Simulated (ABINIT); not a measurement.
Here is an ABINIT 10.8.3 (patched build) calculation.

File run.abi:

```
# Pseudopotentials
pp_dirpath "./"
pseudos "Bi.GGA_PBE-JTH.xml, Te.GGA_PBE-JTH.xml"

# Structure
acell 3*1.0
rprim
     0.0000000000     6.1132640132     6.1132640132
     6.1132640132     0.0000000000     6.1132640132
     6.1132640132     6.1132640132     0.0000000000
ntypat 2
znucl 83 52
natom 2
typat 1 2
xred
     0.0000000000     0.0000000000     0.0000000000
     0.5000000000     0.5000000000     0.5000000000

# Plane-wave basis
ecut 26.0
pawecutdg 48.0
pawxcdev 0

# k points
kptopt 1
ngkpt 7 7 7
nshiftk 1
shiftk 0.0 0.0 0.0

# Exchange and correlation
ixc 15

# Bands and occupations
nband 15
occopt 3
tsmear 0.05 eV

# SCF cycle
nstep 100
tolvrs 1.0e-9

# Output
iomode 3
prtwf 0
prteig 0
prtebands 0
enunit 1
prtden 1
prtvha 1
prtvclmb 1
prtpot 1
```

Potentials or basis: JTH PAW PBE v2.0.

The run is started by

```bash
$ abinit run.abi > log 2>&1
```

Task: Predict the band gap on the k mesh.

Result: None (metal or under the smearing width).

Task: Predict the pressure.

Result: 1.9 GPa.

Caveat: the PAW data sets were made with another functional, which shifts forces and pressure a little; spin-orbit coupling is left out, which moves the levels of the heavy elements.
